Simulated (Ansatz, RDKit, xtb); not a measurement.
# C3H7GeN: which of the isomers drawn lies lowest?

Which of a sample of isomers of C3H7GeN is the most stable in the gas at 298.15 K, and what are its properties? The sample is small against all isomers, and the most stable one of this formula need not be in it.

Plan: many cheap relaxations first (GFN2-xTB), then density-functional screening, relaxation at B3LYP/def2-SVP, vibrations (at GFN2-xTB) and a final energy. The numbers are computed, not measured.

## (1) Drawing up candidates

Isomers were taken from a list of plausible structures; this is a sample, not all of them. That gives 3 candidates.

| label | SMILES | spin |
| --- | --- | --- |
| c051 | NCC#[C][GeH3] | singlet |
| c624 | C#C[C@@H](N)[GeH3] | singlet |
| c721 | NC#C[CH2][GeH3] | singlet |

Candidates are built by distance geometry, with a force field where one applies, in up to four conformers (letters a to d).

**Question.** With final energies at CCSD(T)/def2-SVP + MP2/def2-TZVPP - MP2/def2-SVP, which structure will this search put lowest in free energy, and by what margin?

| quantity | value |
| --- | --- |
| lowest structure found | NCC#[C][GeH3], singlet |
| next finalist | NC#C[CH2][GeH3], singlet, 2.8 kcal/mol higher in G |
| share at equilibrium, among the finalists | 99.1 % |

The lowest structure found is `NCC#[C][GeH3]`. The margin, 2.8 kcal/mol, is modest. HF/STO-3G, HF/def2-SVP and MP2/def2-SVP already put its bonding pattern lowest among the structures in one piece; GFN2-xTB, r2SCAN-D4/def2-SVP and B3LYP/def2-SVP favour the singlet NC#C[CH2][GeH3]. Lowest found is not proven lowest: the search is finite, and each finalist counts with one conformer. Only 3 drawn patterns were tried, so whole families of isomers are missing, and the result ranks this sample alone. The lowest isomer need not be the one that is made and kept in a bottle, which depends on barriers.
